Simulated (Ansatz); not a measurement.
# GeHOP: the cost of one run

Program: Ansatz 0.2.0, Gaussian basis. Level of theory: cc-pVDZ, all electrons in the functionals, frozen cores in the correlation of double hybrids and RPA. These are calculated values, not measurements.

Plan: RPA-PBE, at charge 0, triplet; charge 0, singlet; charge 0, quintet; charge 1, doublet; charge 1, quartet.

7 further runs of the same task are left out: 1 for a known fault of the program, 6 set aside as unsound or not needed. Runs told in other sessions of the task aren't counted.

### 1 The system

The geometry is a PBE0/def2-TZVP stationary point (not a proven minimum). No spin-orbit coupling is included. The filled d shell of Ge may be among the frozen orbitals whatever the setting's name suggests.

4 atoms, charge 0, spin multiplicity 3.

Atoms are counted from 1 here; the program's logs count them from 0.

Bond lengths: Ge1–O2 1.807 Å, O2–P3 1.633 Å, P3–H4 1.432 Å. Angles: Ge1–O2–P3 130.7°, O2–P3–H4 96.2°.

As a file:

```xyz
4

Ge    0.0000   -0.0426    1.0599
O     0.0000    0.5742   -0.6386
P     0.0000   -0.2272   -2.0616
H     0.0000    0.9379   -2.8947
```

No dispersion term is added.

The geometry shown and the zero of energy belong to the point charge 0, triplet. The yardstick, UCCSDT(Q), and other wave-function levels (R restricted, U unrestricted, valence and pair active spaces) come from earlier runs.

### 2 RPA-PBE, charge 0, triplet

in.yaml reads:

```yaml
crystal:
  periodic: [false, false, false]
  atoms:
    - {symbol: Ge, position_ang: [0.000000, -0.042614, 1.059894]}
    - {symbol: O, position_ang: [0.000000, 0.574218, -0.638584]}
    - {symbol: P, position_ang: [0.000000, -0.227192, -2.061619]}
    - {symbol: H, position_ang: [0.000000, 0.937911, -2.894664]}
basis:
  gaussian: {orbitals: cc-pVDZ}
magnetization: {spin_polarized: true, initial_magnetization: 2}
hamiltonian: {xc: {name: PBE}}
correlation: {method: rpa, electrons: outside_noble_gas}
```

Run with:

```bash
$ ansatz run in.yaml --threads 1 --pin off --events-out ev --progress --plain --max-ram 4096MiB --backend cpu
```

**Question.** How long does this run take on 1 thread of AMD EPYC 7R13, shared host, and how much memory does it need?

About 6.5 s, with a peak of 0.26 GiB.
